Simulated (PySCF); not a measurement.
**C4H7FO2Si: electronic excitations**

Wanted: the electronic excitations of C4H7FO2Si (`CO[C@@]1(F)[SiH2][C@@H]1C=O`), by calculation.

Programs: PySCF 2.14.0, with density-fitted response routines of our own. Each step states its level of theory. These are calculated values for one molecule in the gas phase, unless marked as measured. Atoms are numbered from 0 throughout.

### 1 Starting geometry

15 atoms, charge 0, multiplicity 1; geometry from: GFN2-xTB.

Bonds of the start (Å): C0–O1 1.43, O1–C2 1.36, C2–F3 1.39, C2–Si4 1.89, Si4–C5 1.93, C5–C6 1.46, C6–O7 1.21, C5–C2 1.54, C0–H8 1.09, C0–H9 1.09, C0–H10 1.09, Si4–H11 1.45, Si4–H12 1.45, C5–H13 1.09, C6–H14 1.11.

### 2 TDDFT and polarisability: CAM-B3LYP/def2-SVPD

Job settings and geometry (Å):

```
{"job": {"kind": "uv", "xc": "CAM-B3LYP", "basis": "def2-SVPD", "nstates": 8, "ntriplets": 3}, "charge": 0, "multiplicity": 1}
C      2.162303     0.605215     0.439604
O      1.530851    -0.586104    -0.027247
C      0.281534    -0.409903    -0.535510
F      0.303181     0.373990    -1.678960
Si    -1.028235    -1.763982    -0.404219
C     -0.854709    -0.030433     0.434521
C     -1.794754     1.032630     0.104695
O     -2.463241     1.634807     0.908960
H      1.560641     1.090652     1.212654
H      2.321034     1.302905    -0.385760
H      3.118587     0.293673     0.851285
H     -1.977063    -1.841282    -1.495017
H     -0.720870    -2.888765     0.452103
H     -0.568551    -0.050451     1.481955
H     -1.875122     1.245037    -0.978113
```

Method: TDDFT CAM-B3LYP/def2-SVPD, vertical, gas phase, core orbitals frozen in the response.

The run is started by

```console
> OMP_NUM_THREADS=1 python probes_run.py task.json out
```

One launch serves the whole session: the jobs run in the order shown.

Predict these results of the whole session: lowest singlet (CAM-B3LYP/def2-SVPD); brightest single state of those computed; lowest triplet.

The runs gave:

| quantity | value |
| --- | --- |
| lowest singlet (CAM-B3LYP/def2-SVPD) | 4.24 eV (292 nm), f = 0.003 |
| brightest single state of those computed | state 4, 6.53 eV, f = 0.179 |
| lowest triplet | 3.68 eV |

The first singlet state (HOMO→LUMO 0.53, HOMO−1→LUMO 0.14) lies at 4.24 eV and is weak; of the 8 states computed, the strongest absorption comes from state 4 at 6.53 eV. The lowest triplet lies 0.56 eV below the lowest singlet (triplets in Tamm-Dancoff, singlets in full TDDFT).
